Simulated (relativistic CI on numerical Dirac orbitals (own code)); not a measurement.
**Er: one ion under different settings**

Aim: see what numerical and physical settings do to the SCF, the total energy and the lowest levels of Er.

Method: Dirac-Coulomb-Breit CI, KLI orbitals optimised for each configuration, model QED (radiative potential, 1s self-energy scaled to tabulated hydrogen-like ionisation energies), numerical settings as typed. Code: relativistic CI on numerical Dirac orbitals (own code) version 3.

## (1) What is computed

```
ion            : Er (Er I)
nuclear charge : 68
electrons      : 68
isotope        : A = 166
```

## (2) A try

The run's settings:

```ini
atom Er  Z=68  charge=0  electrons=68
nucleus A=166  rms_radius_fm=5.2516
hamiltonian dirac-coulomb  breit=on  qed=on  c_scale=1
orbitals kli  potential=per-configuration
slater_scale 1
correlation none
mixing on
grid step=0.0125 r_max=259.4
scf mixing=2.5 start=green max_iterations=71 tolerance=2e-08 node_fill=0.05
configurations
  [Xe] 4f12 6s2
end
```

On the command line:

```
$ python run_levels.py task.json out
```

The settings of every run stand in task.json; they run in order.

Main fields of the result record, rounded:

```text
status: not_converged
warnings: ["SCF of 1s2 2s2 2p6 3s2 3p6 3d10 4s2 4p6 4d10 4f12 5s2 5p6 6s2 did not converge"]
scf_steps of the first configuration [iteration, E_Ha, residual, outer_eigenvalue_Ha]:
  - [1, -13081.8356, 2.11, -0.2719]
  - [2, -12425.59509, 24.2, -0.05944]
  - [3, -12987.41334, 4.55, -1.159]
  - [4, -13088.59046, 1.41, -0.3598]
  - [5, -13091.36731, 0.955, -0.4143]
  - [6, -13091.89014, 0.68, -0.3979]
  - [7, -13090.42839, 1.1, -0.3412]
  - [8, -13092.13596, 0.278, -0.3589]
  - [9, -13092.14119, 0.266, -0.336]
  - [10, -13092.15855, 0.113, -0.2857]
  - ["...", "...", "...", "..."]
  - [62, -13092.08695, 0.259, -0.3191]
  - [63, -13092.1419, 0.13, -0.3158]
  - [64, -13092.14053, 0.26, -0.3218]
  - [65, -13092.17603, 0.157, -0.3107]
  - [66, -13092.06137, 0.227, -0.194]
  - [67, -13091.91598, 0.429, -0.2687]
  - [68, -13092.14889, 0.21, -0.2839]
  - [69, -13092.17799, 0.125, -0.2938]
  - [70, -13092.07494, 0.386, -0.2795]
  - [71, -13092.16168, 0.157, -0.2792]
```

It took 0.44 s on 1 thread, shared host.

What went wrong: the run ended without a result. The SCF ran into its iteration limit before the residual met the tolerance. The input had potential mixing 2.5. The cure is to restore the usual settings of the SCF.

## (3) A try

The run's settings:

```ini
atom Er  Z=68  charge=2  electrons=66
nucleus A=166  rms_radius_fm=5.2516
hamiltonian dirac-coulomb  breit=on  qed=on  c_scale=1
orbitals kli  potential=per-configuration
slater_scale 1
correlation none
mixing on
grid step=0.0125 r_max=259.4
scf mixing=0.4 start=green max_iterations=82 tolerance=2e-08 node_fill=0.05
configurations
  [Xe] 4f12 6s2
end
```

Results of the run:

```text
status: refused
warnings: ["configuration [Xe] 4f12 6s2 has 68 electrons, the ion has 66"]
```

Wall time 0.0005 s (1 thread, shared host).

Diagnosis: the program refused the input. The electrons of a configuration don't add up to Z less the charge. The input had charge 2. The cure is to make charge and configurations agree.

## (4) With the usual settings

The run's settings:

```ini
atom Er  Z=68  charge=0  electrons=68
nucleus A=166  rms_radius_fm=5.2516
hamiltonian dirac-coulomb  breit=on  qed=on  c_scale=1
orbitals kli  potential=per-configuration
slater_scale 1
correlation none
mixing on
grid step=0.0125 r_max=259.4
scf mixing=0.4 start=green max_iterations=150 tolerance=2e-08 node_fill=0.05
configurations
  [Xe] 4f12 6s2
end
```

Results of the run:

```text
status: converged
levels [i, E_cm, J2, conf, term, w_term, w_jj]:
  - [0, 0, 12, "4f12", "3H", 0.994, 0.907]
  - [1, 6061.6358, 8, "4f12", "3F", 0.5189, 0.9647]
  - [2, 7045.9467, 10, "4f12", "3H", 1, 1]
  - [3, 11423.279, 8, "4f12", "3H", 0.5909, 0.7689]
  - [4, 14266.367, 6, "4f12", "3F", 1, 1]
  - [5, 15522.311, 4, "4f12", "3F", 0.8597, 0.4029]
  - [6, 18831.984, 8, "4f12", "1G", 0.5915, 0.7726]
  - [7, 30292.741, 4, "4f12", "1D", 0.6126, 0.5563]
  - [8, 36202.365, 12, "4f12", "1I", 0.994, 0.907]
  - [9, 39874.689, 0, "4f12", "3P", 0.9563, 0.6372]
  - [10, 40460.834, 2, "4f12", "3P", 1, 1]
  - [11, 40869.944, 4, "4f12", "3P", 0.731, 0.5476]
  - [12, 81374.897, 0, "4f12", "1S", 0.9563, 0.6372]
total_energy [Ha]: -13070.856576
n_levels_all: 13
overlap: 1.5816e-11
scf_iterations: [48]
orbital_energies [Ha]: {"1s": -2103.84, "2s": -353.441, "2p1/2": -336.574, "2p3/2": -302.968, "3s": -79.4603, "3p1/2": -72.0805, "3p3/2": -65.0127, "3d3/2": -52.4261, "3d5/2": -50.883, "4s": -15.9996, "4p1/2": -13.0483, "4p3/2": -11.4733, "4d3/2": -6.61877, "4d5/2": -6.33297, "5s": -2.24425, "5p1/2": -1.44933, "5p3/2": -1.25335, "6s": -0.486187, "4f5/2": -0.505137, "4f7/2": -0.465476}
configurations [conf, odd, states, E_av_Ha, breit_Ha, qed_Ha]:
  - ["4f12", 0, 91, -13092.17171, 12.78, 8.614]
scf_steps of the first configuration [iteration, E_Ha, residual, outer_eigenvalue_Ha]:
  - [1, -13081.8356, 2.11, -0.2719]
  - [2, -13071.06165, 4.77, -0.1887]
  - [3, -13090.74852, 1.02, -0.3567]
  - [4, -13091.9152, 0.586, -0.3408]
  - [5, -13092.07713, 0.432, -0.2769]
  - [6, -13092.17064, 0.153, -0.2446]
  - [7, -13092.17295, 0.0784, -0.2222]
  - [8, -13092.17485, 0.203, -0.1901]
  - [9, -13092.17492, 0.199, -0.1952]
  - [10, -13092.17458, 0.192, -0.2024]
  - ["...", "...", "...", "..."]
  - [39, -13092.17173, 9.46e-05, -0.4862]
  - [40, -13092.17171, 1.64e-05, -0.4862]
  - [41, -13092.17171, 5.64e-06, -0.4862]
  - [42, -13092.17171, 2.38e-06, -0.4862]
  - [43, -13092.17171, 7.25e-07, -0.4862]
  - [44, -13092.17171, 2.75e-07, -0.4862]
  - [45, -13092.17171, 1.13e-07, -0.4862]
  - [46, -13092.17171, 5.94e-08, -0.4862]
  - [47, -13092.17171, 2.8e-08, -0.4862]
  - [48, -13092.17171, 3.66e-09, -0.4862]
```

Wall time 0.46 s (1 thread, shared host).

## (5) Breit term off

Changes to the settings of step 4:

```diff
@@ -2,3 +2,3 @@
 nucleus A=166  rms_radius_fm=5.2516
-hamiltonian dirac-coulomb  breit=on  qed=on  c_scale=1
+hamiltonian dirac-coulomb  breit=off  qed=on  c_scale=1
 orbitals kli  potential=per-configuration
```

Results of the run:

```text
status: converged
levels [i, E_cm, J2, conf, term, w_term]:
  - [0, 0, 12, "4f12", "3H", 0.9932]
  - [1, 5908.8536, 8, "4f12", "3F", 0.5297]
  - [2, 7429.8598, 10, "4f12", "3H", 1]
  - [3, 11851.687, 8, "4f12", "3H", 0.5807]
  - [4, 14530.136, 6, "4f12", "3F", 1]
  - [5, 15651.097, 4, "4f12", "3F", 0.841]
  - [6, 19570.277, 8, "4f12", "1G", 0.5736]
  - [7, 30406.151, 4, "4f12", "1D", 0.5784]
  - "... 5 more rows left out ..."
total_energy [Ha]: -13083.64192
n_levels_all: 13
overlap: 1.5816e-11
scf_iterations: [48]
orbital_energies [Ha]: {"1s": -2103.84, "2s": -353.441, "2p1/2": -336.574, "2p3/2": -302.968, "3s": -79.4603, "3p1/2": -72.0805, "3p3/2": -65.0127, "3d3/2": -52.4261, "3d5/2": -50.883, "4s": -15.9996, "4p1/2": -13.0483, "4p3/2": -11.4733, "4d3/2": -6.61877, "4d5/2": -6.33297, "5s": -2.24425, "5p1/2": -1.44933, "5p3/2": -1.25335, "6s": -0.486187, "4f5/2": -0.505137, "4f7/2": -0.465476}
configurations [conf, odd, states, E_av_Ha, breit_Ha, qed_Ha]:
  - ["4f12", 0, 91, -13092.17171, 0, 8.614]
scf_steps of the first configuration [iteration, E_Ha, residual, outer_eigenvalue_Ha]:
  - [1, -13081.8356, 2.11, -0.2719]
  - [2, -13071.06165, 4.77, -0.1887]
  - [3, -13090.74852, 1.02, -0.3567]
  - [4, -13091.9152, 0.586, -0.3408]
  - [5, -13092.07713, 0.432, -0.2769]
  - [6, -13092.17064, 0.153, -0.2446]
  - [7, -13092.17295, 0.0784, -0.2222]
  - [8, -13092.17485, 0.203, -0.1901]
  - [9, -13092.17492, 0.199, -0.1952]
  - [10, -13092.17458, 0.192, -0.2024]
  - ["...", "...", "...", "..."]
  - [39, -13092.17173, 9.46e-05, -0.4862]
  - [40, -13092.17171, 1.64e-05, -0.4862]
  - [41, -13092.17171, 5.64e-06, -0.4862]
  - [42, -13092.17171, 2.38e-06, -0.4862]
  - [43, -13092.17171, 7.25e-07, -0.4862]
  - [44, -13092.17171, 2.75e-07, -0.4862]
  - [45, -13092.17171, 1.13e-07, -0.4862]
  - [46, -13092.17171, 5.94e-08, -0.4862]
  - [47, -13092.17171, 2.8e-08, -0.4862]
  - [48, -13092.17171, 3.66e-09, -0.4862]
```

Run time: 0.38 s. Hardware: 1 thread, shared host.

## (6) End of the grid 181.58

The run's settings:

```ini
atom Er  Z=68  charge=0  electrons=68
nucleus A=166  rms_radius_fm=5.2516
hamiltonian dirac-coulomb  breit=on  qed=on  c_scale=1
orbitals kli  potential=per-configuration
slater_scale 1
correlation none
mixing on
grid step=0.0125 r_max=181.58
scf mixing=0.4 start=green max_iterations=150 tolerance=2e-08 node_fill=0.05
configurations
  [Xe] 4f12 6s2
end
```

Results of the run:

```text
status: converged
levels [i, E_cm, J2, conf, term, w_term]:
  - [0, 0, 12, "4f12", "3H", 0.994]
  - [1, 6061.6358, 8, "4f12", "3F", 0.5189]
  - [2, 7045.9467, 10, "4f12", "3H", 1]
  - [3, 11423.279, 8, "4f12", "3H", 0.5909]
  - [4, 14266.367, 6, "4f12", "3F", 1]
  - [5, 15522.311, 4, "4f12", "3F", 0.8597]
  - [6, 18831.984, 8, "4f12", "1G", 0.5915]
  - [7, 30292.741, 4, "4f12", "1D", 0.6126]
  - "... 5 more rows left out ..."
total_energy [Ha]: -13070.856576
n_levels_all: 13
overlap: 1.58171e-11
scf_iterations: [48]
orbital_energies [Ha]: {"1s": -2103.84, "2s": -353.441, "2p1/2": -336.574, "2p3/2": -302.968, "3s": -79.4603, "3p1/2": -72.0805, "3p3/2": -65.0127, "3d3/2": -52.4261, "3d5/2": -50.883, "4s": -15.9996, "4p1/2": -13.0483, "4p3/2": -11.4733, "4d3/2": -6.61877, "4d5/2": -6.33297, "5s": -2.24425, "5p1/2": -1.44933, "5p3/2": -1.25335, "6s": -0.486187, "4f5/2": -0.505137, "4f7/2": -0.465476}
configurations [conf, odd, states, E_av_Ha, breit_Ha, qed_Ha]:
  - ["4f12", 0, 91, -13092.17171, 12.78, 8.614]
scf_steps of the first configuration [iteration, E_Ha, residual, outer_eigenvalue_Ha]:
  - [1, -13081.8356, 2.11, -0.2719]
  - [2, -13071.06165, 4.77, -0.1887]
  - [3, -13090.74852, 1.02, -0.3567]
  - [4, -13091.9152, 0.586, -0.3408]
  - [5, -13092.07713, 0.432, -0.2769]
  - [6, -13092.17064, 0.153, -0.2446]
  - [7, -13092.17295, 0.0784, -0.2222]
  - [8, -13092.17485, 0.203, -0.1901]
  - [9, -13092.17492, 0.199, -0.1952]
  - [10, -13092.17458, 0.192, -0.2024]
  - ["...", "...", "...", "..."]
  - [39, -13092.17173, 9.46e-05, -0.4862]
  - [40, -13092.17171, 1.63e-05, -0.4862]
  - [41, -13092.17171, 5.6e-06, -0.4862]
  - [42, -13092.17171, 2.38e-06, -0.4862]
  - [43, -13092.17171, 7.35e-07, -0.4862]
  - [44, -13092.17171, 2.75e-07, -0.4862]
  - [45, -13092.17171, 1.13e-07, -0.4862]
  - [46, -13092.17171, 5.9e-08, -0.4862]
  - [47, -13092.17171, 2.78e-08, -0.4862]
  - [48, -13092.17171, 3.68e-09, -0.4862]
```

It took 0.4 s on 1 thread, shared host.

## (7) Breit term off, potential mixing 0.7

The run's settings:

```ini
atom Er  Z=68  charge=0  electrons=68
nucleus A=166  rms_radius_fm=5.2516
hamiltonian dirac-coulomb  breit=off  qed=on  c_scale=1
orbitals kli  potential=per-configuration
slater_scale 1
correlation none
mixing on
grid step=0.0125 r_max=259.4
scf mixing=0.7 start=green max_iterations=150 tolerance=2e-08 node_fill=0.05
configurations
  [Xe] 4f12 6s2
end
```

Results of the run:

```text
status: converged
levels [i, E_cm, J2, conf, term, w_term]:
  - [0, 0, 12, "4f12", "3H", 0.9932]
  - [1, 5908.8536, 8, "4f12", "3F", 0.5297]
  - [2, 7429.8597, 10, "4f12", "3H", 1]
  - [3, 11851.687, 8, "4f12", "3H", 0.5807]
  - [4, 14530.136, 6, "4f12", "3F", 1]
  - [5, 15651.097, 4, "4f12", "3F", 0.841]
  - [6, 19570.277, 8, "4f12", "1G", 0.5736]
  - [7, 30406.151, 4, "4f12", "1D", 0.5784]
  - "... 5 more rows left out ..."
total_energy [Ha]: -13083.64192
n_levels_all: 13
overlap: 1.58175e-11
scf_iterations: [39]
orbital_energies [Ha]: {"1s": -2103.84, "2s": -353.441, "2p1/2": -336.574, "2p3/2": -302.968, "3s": -79.4603, "3p1/2": -72.0805, "3p3/2": -65.0127, "3d3/2": -52.4261, "3d5/2": -50.883, "4s": -15.9996, "4p1/2": -13.0483, "4p3/2": -11.4733, "4d3/2": -6.61877, "4d5/2": -6.33297, "5s": -2.24425, "5p1/2": -1.44933, "5p3/2": -1.25335, "6s": -0.486187, "4f5/2": -0.505137, "4f7/2": -0.465476}
configurations [conf, odd, states, E_av_Ha, breit_Ha, qed_Ha]:
  - ["4f12", 0, 91, -13092.17171, 0, 8.614]
scf_steps of the first configuration [iteration, E_Ha, residual, outer_eigenvalue_Ha]:
  - [1, -13081.8356, 2.11, -0.2719]
  - [2, -13000.5643, 5.59, -0.1543]
  - [3, -13091.299, 0.338, -0.5011]
  - [4, -13091.49235, 0.898, -0.3951]
  - [5, -13092.08135, 0.464, -0.3823]
  - [6, -13092.10534, 0.415, -0.3555]
  - [7, -13092.15755, 0.261, -0.2802]
  - [8, -13092.03471, 0.542, -0.4184]
  - [9, -13092.17384, 0.19, -0.2045]
  - [10, -13092.17251, 0.194, -0.1997]
  - ["...", "...", "...", "..."]
  - [30, -13092.17179, 0.000302, -0.4861]
  - [31, -13092.17164, 0.000297, -0.4862]
  - [32, -13092.17165, 0.000278, -0.4862]
  - [33, -13092.17166, 0.000212, -0.4862]
  - [34, -13092.17173, 9.89e-05, -0.4862]
  - [35, -13092.17171, 2.1e-05, -0.4862]
  - [36, -13092.17171, 3.26e-06, -0.4862]
  - [37, -13092.17171, 4.38e-07, -0.4862]
  - [38, -13092.17171, 4.39e-08, -0.4862]
  - [39, -13092.17171, 8.14e-09, -0.4862]
```

Wall time 0.35 s (1 thread, shared host).

## (8) Comparison

| setting | total energy less usual (Ha) | largest shift of a level among the lowest eight of both runs, same label and place (cm⁻¹) | SCF iterations | time | lowest level | kind of change |
| --- | --- | --- | --- | --- | --- | --- |
| usual | 0 | 0 | 48 | 0.46 s | 4f12 3H6 | - |
| Breit term off | -12.8 | 738 | 48 | 0.38 s | 4f12 3H6 | model term |
| end of the grid 181.58 | 0 | 0 | 48 | 0.4 s | 4f12 3H6 | numerical |
| Breit term off, potential mixing 0.7 | -12.8 | 738 | 39 | 0.35 s | 4f12 3H6 | model term |

## (9) Summary of results

| quantity | value |
| --- | --- |
| lowest level, usual settings | 4f12 3H6 |
| total energy | -13070.8566 Ha |
| first excitation | 6061.6 cm⁻¹ |
| runs without a result | 2 |

What this shows: Among the runs whose levels can be followed, they move most under «Breit term off» (model term), by up to 738 cm⁻¹. No visible change in the result comes from «end of the grid 181.58». Only the listed configurations are in the model. Near neutrality, missing correlation can shift configurations against each other by thousands of cm⁻¹.
